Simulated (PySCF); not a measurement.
# Ge₂H₇PSe: geometry, electronic excitations

What electronic excitations should Ge₂H₇PSe (`[PH2][GeH2][Se][GeH3]`) show?

The runs use PySCF 2.14.0, with density-fitted response routines of our own; the level of theory stands in each step. All values are computed, except where a source is named. Atoms are numbered from 0 throughout.

## Step 1: The molecule as given

11 atoms, charge 0, multiplicity 1; geometry from: GFN2-xTB.

Bonds of the start (Å): P0–Ge1 2.31, Ge1–Se2 2.38, Se2–Ge3 2.31, P0–H4 1.39, P0–H5 1.39, Ge1–H6 1.52, Ge1–H7 1.52, Ge3–H8 1.50, Ge3–H9 1.50, Ge3–H10 1.51.

## Step 2: Relaxing the molecule at PBE0-D3(BJ)/def2-SVP

The job: settings as JSON, then the geometry in Å.

```
{"job": {"xc": "PBE0", "basis": "def2-SVP", "d3": "d3bj", "grid": 1, "kind": "geom"}, "charge": 0, "multiplicity": 1}
P      2.262152     1.030821    -0.615493
Ge     1.249943    -0.953414    -0.010123
Se    -0.517687    -0.857799     1.581955
Ge    -2.059953     0.143774     0.176757
H      1.041873     1.663319    -0.831917
H      2.321543     1.467603     0.701936
H      0.715221    -1.688725    -1.232903
H      2.243348    -1.921521     0.606585
H     -3.410956     0.012205     0.806943
H     -2.069851    -0.503299    -1.181502
H     -1.770208     1.609706    -0.028201
```

The program printed:

```text
step   0  E = -6899.30958959  max force = 0.016574
step   1  E = -6899.31375965  max force = 0.004724
step   2  E = -6899.31436603  max force = 0.001324
step   3  E = -6899.31443787  max force = 0.000899
step   4  E = -6899.31438020  max force = 0.001582
step   5  E = -6899.31445857  max force = 0.000555
step   6  E = -6899.31446411  max force = 0.000256
optimisation converged
```

It took 87 s on 1 thread, shared host.

Step by step: (the energy doesn't fall at every step)

```tsv
step	energy from step 0 (eV)	largest force component (eV/Å)
0	0.0000	0.8523
1	-0.1135	0.2429
2	-0.1300	0.0681
3	-0.1319	0.0462
4	-0.1304	0.0813
5	-0.1325	0.0285
6	-0.1326	0.0132
```

Distances of close pairs at the start and the end, largest changes first:

```tsv
bond	before (Å)	after (Å)	change (Å)
Se2–Ge3	2.314	2.356	+0.042
Ge3–H8	1.497	1.536	+0.039
P0–H5	1.389	1.428	+0.039
P0–H4	1.391	1.429	+0.037
Ge3–H9	1.505	1.540	+0.035
Ge3–H10	1.508	1.539	+0.031
Ge1–H7	1.518	1.539	+0.021
Ge1–Se2	2.381	2.362	-0.018
```

The end geometry stands in the next job.

```tsv
at the end point	value
point group (found at 0.08 Å tolerance)	C1
rotational constants (GHz, main isotopes)	1.681, 0.754, 0.578
dipole moment (D)	0.99
```

## Step 3: Excited states and response: PBE0/aug-cc-pVDZ

The job: settings as JSON, then the geometry in Å.

```
{"job": {"kind": "uv", "xc": "PBE0", "basis": "aug-cc-pVDZ"}, "charge": 0, "multiplicity": 1}
P      2.232455     1.088187    -0.574281
Ge     1.473993    -1.023340     0.030543
Se    -0.240024    -1.046548     1.656090
Ge    -1.783420     0.214236     0.399239
H      0.926248     1.571217    -0.893130
H      2.186994     1.586768     0.763254
H      0.980882    -1.733381    -1.246151
H      2.632608    -1.810428     0.667396
H     -3.147842     0.007260     1.073611
H     -1.805372    -0.297350    -1.053133
H     -1.408594     1.707280     0.411736
```

Method: TDDFT PBE0/aug-cc-pVDZ, vertical, gas phase, core orbitals frozen in the response.

The program printed:

```text
coarse grid: 45880 points
cycle   1  E = -6900.1132232502  dE = -1.961e+00  |g| = 3.041e-01  |ddm| = 6.157e+00
cycle   2  E = -6900.1030214746  dE =  1.020e-02  |g| = 3.394e-01  |ddm| = 1.794e+00
cycle   3  E = -6900.1390993418  dE = -3.608e-02  |g| = 4.678e-02  |ddm| = 9.639e-01
cycle   4  E = -6900.1397950575  dE = -6.957e-04  |g| = 1.134e-02  |ddm| = 1.416e-01
cycle   5  E = -6900.1398422525  dE = -4.719e-05  |g| = 3.279e-03  |ddm| = 4.089e-02
cycle   6  E = -6900.1398465246  dE = -4.272e-06  |g| = 8.307e-04  |ddm| = 1.072e-02
final grid: 88680 points
cycle   7  E = -6900.1397196164  dE = -3.132e-08  |g| = 9.240e-04  |ddm| = 1.037e-02
cycle   8  E = -6900.1397194597  dE =  1.567e-07  |g| = 1.132e-03  |ddm| = 4.883e-03
cycle   9  E = -6900.1397199405  dE = -4.808e-07  |g| = 5.732e-05  |ddm| = 2.748e-03
cycle  10  E = -6900.1397199414  dE = -9.077e-10  |g| = 1.068e-05  |ddm| = 1.766e-04
converged SCF energy = -6900.1397199414

Static polarisability (au): isotropic 124.335, principal 102.036 124.397 146.573

Singlet excitations
state   eV       nm        f      main configurations
  1   4.6513    266.6   0.01915   H->L 0.91
  2   4.8642    254.9   0.02117   H->L+1 0.91
  3   5.4526    227.4   0.01554   H->L+2 0.93
  4   5.6997    217.5   0.00463   H->L+3 0.86
  5   5.9092    209.8   0.07215   H-1->L 0.47, H->L+4 0.38
  6   5.9599    208.0   0.06714   H->L+5 0.50, H-1->L+1 0.16, H-1->L 0.14
  7   6.0025    206.6   0.02190   H->L+4 0.41, H->L+5 0.37
  8   6.1122    202.8   0.10893   H-1->L+1 0.69, H-1->L 0.15
  9   6.3661    194.8   0.04422   H-1->L+2 0.55, H->L+6 0.28
 10   6.4583    192.0   0.00329   H->L+6 0.53, H-1->L+2 0.18, H->L+7 0.14

Triplet excitations (Tamm-Dancoff, eV): 4.1772 4.4553 4.9909 5.3251
```

Run time: 46 s. Hardware: 1 thread, shared host.

Frontier orbitals and where they lie:

```tsv
orbital	eV	atoms
HOMO−3	-8.99	Se2 26 %, Ge1 25 %, P0 11 %
HOMO−2	-8.77	Se2 43 %, Ge3 17 %, P0 12 %
HOMO−1	-7.75	P0 46 %, Se2 30 %, Ge1 10 %
HOMO	-6.75	Se2 69 %, P0 13 %, Ge3 6 %
LUMO	-0.91	Se2 28 %, Ge1 25 %, P0 24 %
LUMO+1	-0.71	Ge3 34 %, Se2 23 %, Ge1 11 %
LUMO+2	-0.31	Ge3 14 %, H5 14 %, H4 12 %
```

With each of the 10 states as a Gaussian band of 0.4 eV half-width at 1/e, the curve within the window shown has maxima at 259 nm (ε 1,600), 205 nm (ε 12,000) L/(mol cm). Beyond the last state computed it falls off for lack of states. The curve at chosen wavelengths:

```csv
nm,ε (L/mol/cm)
183,1193
188,3138
193,6155
198,9375
203,11337
207,11322
212,9516
217,6808
222,4334
227,2624
232,1675
237,1276
242,1216
246,1296
251,1442
256,1544
261,1546
266,1436
271,1241
276,1002
281,761
285,586
290,404
295,266
300,167
305,101
```

Ground-state properties from the same run:

```tsv
property	computed
dipole moment (D)	0.93
polarisability (Å³)	18.42
HOMO–LUMO gap (eV)	5.84
−ε(HOMO) (eV)	6.75
```

## Step 4: Ultraviolet spectrum: PBE0/def2-TZVPD

Same as in step 3 but for these lines:

```diff
@@ -1,2 +1,2 @@
-{"job": {"kind": "uv", "xc": "PBE0", "basis": "aug-cc-pVDZ"}, "charge": 0, "multiplicity": 1}
+{"job": {"kind": "uv", "xc": "PBE0", "basis": "def2-TZVPD"}, "charge": 0, "multiplicity": 1}
 P      2.232455     1.088187    -0.574281
```

Method: TDDFT PBE0/def2-TZVPD, vertical, gas phase, core orbitals frozen in the response.

The program printed:

```text
coarse grid: 45880 points
cycle   1  E = -6900.1698212238  dE = -2.010e+00  |g| = 9.373e-01  |ddm| = 2.806e+00
cycle   2  E = -6900.1325885537  dE =  3.723e-02  |g| = 1.104e+00  |ddm| = 1.208e+00
cycle   3  E = -6900.2401204789  dE = -1.075e-01  |g| = 9.906e-02  |ddm| = 7.096e-01
cycle   4  E = -6900.2414699583  dE = -1.349e-03  |g| = 2.069e-02  |ddm| = 8.325e-02
cycle   5  E = -6900.2415649742  dE = -9.502e-05  |g| = 7.421e-03  |ddm| = 2.825e-02
cycle   6  E = -6900.2415820997  dE = -1.713e-05  |g| = 1.422e-03  |ddm| = 9.026e-03
cycle   7  E = -6900.2415825464  dE = -4.468e-07  |g| = 4.122e-04  |ddm| = 1.550e-03
final grid: 88680 points
cycle   8  E = -6900.2414995423  dE = -1.177e-07  |g| = 5.329e-04  |ddm| = 5.452e-03
cycle   9  E = -6900.2414994850  dE =  5.724e-08  |g| = 7.217e-04  |ddm| = 1.230e-03
cycle  10  E = -6900.2414996276  dE = -1.426e-07  |g| = 8.019e-05  |ddm| = 6.580e-04
cycle  11  E = -6900.2414996282  dE = -6.003e-10  |g| = 8.084e-06  |ddm| = 5.604e-05
converged SCF energy = -6900.2414996282

Static polarisability (au): isotropic 124.260, principal 101.964 124.455 146.361

Singlet excitations
state   eV       nm        f      main configurations
  1   4.7002    263.8   0.02149   H->L 0.92
  2   4.9398    251.0   0.01911   H->L+1 0.94
  3   5.5875    221.9   0.00987   H->L+2 0.93
  4   5.8142    213.2   0.00113   H->L+3 0.77, H-1->L 0.16
  5   5.9092    209.8   0.04218   H->L+4 0.65, H-1->L 0.20
  6   5.9723    207.6   0.05000   H->L+5 0.52, H-1->L 0.26, H->L+4 0.12
  7   6.0584    204.6   0.06869   H-1->L+1 0.35, H->L+5 0.31, H->L+4 0.13
  8   6.1744    200.8   0.14714   H-1->L+1 0.56, H-1->L 0.17, H->L+5 0.11
  9   6.4706    191.6   0.03782   H-1->L+2 0.63, H->L+6 0.16, H->L+7 0.13
 10   6.5486    189.3   0.01341   H->L+6 0.68, H->L+7 0.17

Triplet excitations (Tamm-Dancoff, eV): 4.2046 4.5301 4.9736 5.3684
```

Run time: 78 s. Hardware: 1 thread, shared host.

This run: HOMO -6.78 eV, LUMO -0.87 eV; lowest singlet 4.70 eV.

## Step 5: Run by run: electronic excitations

Excitations and ground-state properties, with basis size and wall time:

```tsv
run	lowest singlet (eV)	brightest (eV)	f	gap (eV)	α (Å³)	μ (D)	functions	time
PBE0/aug-cc-pVDZ	4.65	6.11	0.109	5.84	18.42	0.93	198	46 s
PBE0/def2-TZVPD	4.70	6.17	0.147	5.91	18.41	0.92	271	78 s
```

## Step 6: Results

```
                                quantity                        value
                             point group                           C1
    rotational constants (main isotopes)         1.68, 0.75, 0.58 GHz
       lowest singlet (PBE0/aug-cc-pVDZ)  4.65 eV (267 nm), f = 0.019
brightest single state of those computed  state 8, 6.11 eV, f = 0.109
                          lowest triplet                      4.18 eV
             range of the lowest singlet              4.65 to 4.70 eV
```

**Reading.** Over 6 steps the energy fell by 0.133 eV; of the close pairs, Se2–Ge3 changed most, 2.314 to 2.356 Å. No frequency check was run at this level, so the end point may be a saddle. The lowest singlet, at 4.65 eV, is HOMO→LUMO 0.91 and is weak; of the 10 states computed, the strongest absorption comes from state 8 at 6.11 eV. The lowest triplet lies 0.47 eV below the lowest singlet (triplets in Tamm-Dancoff, singlets in full TDDFT). The lowest singlet runs from 4.65 eV (PBE0/aug-cc-pVDZ) to 4.70 eV (PBE0/def2-TZVPD), while the orbital gap spans 5.84 to 5.91 eV. The lowest state need not be the same one in every run.
